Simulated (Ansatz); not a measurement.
# F2H2NSi radical: up Jacob's ladder to CCSD(T)

An exercise on one series of results from a longer session: the logs are not shown, and one member is left open.

Program: Ansatz 0.2.0, Gaussian basis. Level of theory: functionals in def2-TZVPP, the program's frozen cores in correlated methods. These are calculated values, not measurements.

The runs, in order: LDA (SPW92), PBE-D4, revPBE-D4, BLYP-D4, r2SCAN-D4, B97M-V, PBE0-D4, B3LYP-D4, r2SCANh-D4, r2SCAN0-D4, HSE06-D4, BHLYP-D4, CAM-B3LYP-D4, LC-ωPBE, ωB97X-V, ωB97M-V, B2PLYP, PBE-QIDH; CCSD(T)/def2-SVP; CCSD(T)/def2-TZVPP; MP2/def2-QZVPP; extrapolation to the limit; RPA on PBE.

## The relaxed structure

An earlier PBE0-D4 in a triple-zeta def2 set relaxation fixed the geometry.

6 atoms, charge 0, spin multiplicity 2.

Atoms are counted from 1 here; the program's logs count them from 0.

Bond lengths: N1–Si2 1.728 Å, N1–H5 1.021 Å, Si2–F3 1.580 Å, Si2–F4 1.587 Å, Si2–H6 1.473 Å. Angles: Si2–N1–H5 116.5°, N1–Si2–F3 107.9°, N1–Si2–F4 114.0°, N1–Si2–H6 109.2°, F3–Si2–F4 106.4°, F3–Si2–H6 109.9°, F4–Si2–H6 109.3°.

The first run:

The input, in.yaml:

```yaml
crystal:
  periodic: [false, false, false]
  atoms:
    - {symbol: N, position_ang: [-0.025363, 1.001706, -0.903745]}
    - {symbol: Si, position_ang: [0.188042, -0.244928, 0.273027]}
    - {symbol: F, position_ang: [1.578663, -0.941446, -0.004651]}
    - {symbol: F, position_ang: [-0.908640, -1.390178, 0.207406]}
    - {symbol: H, position_ang: [-0.977794, 1.156659, -1.236522]}
    - {symbol: H, position_ang: [0.187194, 0.354087, 1.618286]}
basis:
  gaussian: {orbitals: def2-TZVPP}
magnetization: {spin_polarized: true, initial_magnetization: 1}
hamiltonian: {xc: lda}
output: {orbitals: {seedname: orbitals}}
```

Steps of the session up to this table: LDA; PBE-D4 (GGA); revPBE-D4 (GGA); BLYP-D4 (GGA); r2SCAN-D4 (meta-GGA); B97M-V (meta-GGA); PBE0-D4 (hybrid); B3LYP-D4 (hybrid); r2SCANh-D4 (hybrid); r2SCAN0-D4 (hybrid); HSE06-D4 (hybrid); BHLYP-D4 (hybrid); CAM-B3LYP-D4 (range-separated); LC-ωPBE-D4 (range-separated; the results give it without D4); ωB97X-V (range-separated); ωB97M-V (range-separated); B2PLYP (double hybrid); PBE-QIDH (double hybrid).

One table of the session follows, with a row left open; its other results are not shown here.

It belongs to the step «Frontier levels by functional». 

```
  functional  HOMO (eV)  LUMO (eV)  gap (eV)
 LDA (SPW92)      -7.35      -6.37      0.98
      PBE-D4      -7.26      -5.71      1.55
   revPBE-D4      -7.20      -5.54      1.67
     BLYP-D4      -7.16      -5.70      1.46
   r2SCAN-D4      -7.61      -5.02      2.59
      B97M-V      -7.72      -5.16      2.56
     PBE0-D4      -8.84      -4.17      4.67
    B3LYP-D4      -8.59      -4.68      3.91
  r2SCANh-D4      -8.19      -4.49      3.70
  r2SCAN0-D4      -9.07      -3.71      5.36
    HSE06-D4          ?          ?         ?
    BHLYP-D4     -10.32      -2.74      7.58
CAM-B3LYP-D4     -10.34      -3.07      7.27
     LC-ωPBE     -11.78      -1.50     10.29
     ωB97X-V     -11.37      -1.97      9.40
     ωB97M-V     -11.22      -2.07      9.15
```

**Question.** Estimate the row for HSE06-D4.

As computed: HOMO (eV): -8.42; LUMO (eV): -4.57; gap (eV): 3.85. In the column «HOMO (eV)» it lies between B3LYP-D4 (-8.59) and r2SCANh-D4 (-8.19).
